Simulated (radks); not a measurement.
# Ionisation of Re²⁺: one atom, several choices of exchange strength α

An exercise on one series of results from a longer session: the logs are not shown, and one member is left open.

Method: scalar-relativistic Kohn-Sham, spin-polarised, spherical densities, finite nucleus; open shells are filled with parallel spins first. Code: radks (a radial shooting solver on a logarithmic mesh, Libxc functionals) version 1.

## The system

```
element       : rhenium (Z = 75)
charge        : +2
electrons     : 73
configuration : [Xe] 4f14 5d5
ion           : Re³⁺, [Xe] 4f14 5d4
choices       : α = 0.565; α = 0.637; α = 0.667; α = 0.755; α = 0.826; α = 0.844; α = 0.954
```

The outer shells:

Re²⁺
```
[Xe] core
4f [↑↓][↑↓][↑↓][↑↓][↑↓][↑↓][↑↓]
5d [↑ ][↑ ][↑ ][↑ ][↑ ]
```

Re³⁺
```
[Xe] core
4f [↑↓][↑↓][↑↓][↑↓][↑↓][↑↓][↑↓]
5d [↑ ][↑ ][↑ ][↑ ][  ]
```

The first run:

The run's settings:

```text
Z 75
configuration [Xe] 4f14 5d5
relativity scalar-relativistic
functional xalpha 0.565
spin polarised
nucleus finite rms 5.3698 fm
c 137.035999084
```

Steps of the session up to this table: α = 0.565: Re²⁺.

One of the session's tables, all rows but one given; the rest of the session is left out.

It belongs to the step «α = 0.565: Re²⁺». Sizes of the orbitals, from the radial functions (bohr):

```
  level     <r>  outermost maximum (interpolated)  90 % within  nodes
  5s up   1.044                             0.942         1.50      4
5s down   1.036                             0.938         1.49      4
  5p up   1.221                              1.07         1.79      3
5p down       ?                                 ?            ?      ?
  4f up  0.5894                             0.418        0.974      0
4f down  0.5846                             0.418        0.963      0
  5d up   1.838                              1.44         2.85      2
5d down   1.836                              1.41         2.88      2
```

Estimate the missing values for 5p down.

As computed: <r>: 1.207; outermost maximum (interpolated): 1.06; 90 % within: 1.76; nodes: 3. In the column «<r>» it lies between 5s up (1.044) and 5p up (1.221).

Caveats from the session: Open shells are spherical and high-spin; term and fine-structure splittings are not resolved.
